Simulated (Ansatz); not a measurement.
# B2F3: the cost of one run

Computed with Ansatz 0.2.0 (MP2 on unrestricted Hartree-Fock, Gaussian basis cc-pV(T+d)Z, unless a step's input says otherwise).

### Step 1. The starting structure

Bond lengths: B1–B2 1.663 Å, B1–F3 1.318 Å, B1–F4 1.345 Å, B2–F5 1.305 Å. Angles: B1–B2–F5 151.3°, B2–B1–F3 120.1°, B2–B1–F4 118.7°, F3–B1–F4 121.2°.

Structure file:

```xyz
5

B     0.0162   -0.0061   -0.0053
B    -0.0107    0.0087    1.6570
F     1.1674   -0.0076   -0.6468
F    -1.1525    0.0146   -0.6706
F     0.5968   -0.0038    2.8113
```

### Step 2. Relaxing the atoms: B2F3

File input.yaml:

```yaml
relax:
  f_tol: 0.001
  max_steps: 200
crystal:
  periodic: [false, false, false]
  atoms:
    - { symbol: B, position_ang: [0.016243, -0.006118, -0.005282] }
    - { symbol: B, position_ang: [-0.01073, 0.008654, 1.656985] }
    - { symbol: F, position_ang: [1.167448, -0.007612, -0.64681] }
    - { symbol: F, position_ang: [-1.152494, 0.014621, -0.670601] }
    - { symbol: F, position_ang: [0.596776, -0.003841, 2.811338] }
magnetization:
  spin_polarized: true
  initial_magnetization: 1
basis:
  gaussian: { orbitals: "cc-pV(T+d)Z.json" }
hamiltonian:
  xc: hf
correlation:
  method: mp2
```

Launch:

```console
> ansatz run input.yaml --threads 4 --pin off --max-ram 8192MiB --backend cpu --events-out ev --progress --plain --runs-dir out
```

**Question.** How long does this run take on 4 threads of Intel Xeon at 2.70GHz, shared host, and how much memory does it need?

About 2.8 min, with a peak of 0.8 GiB.
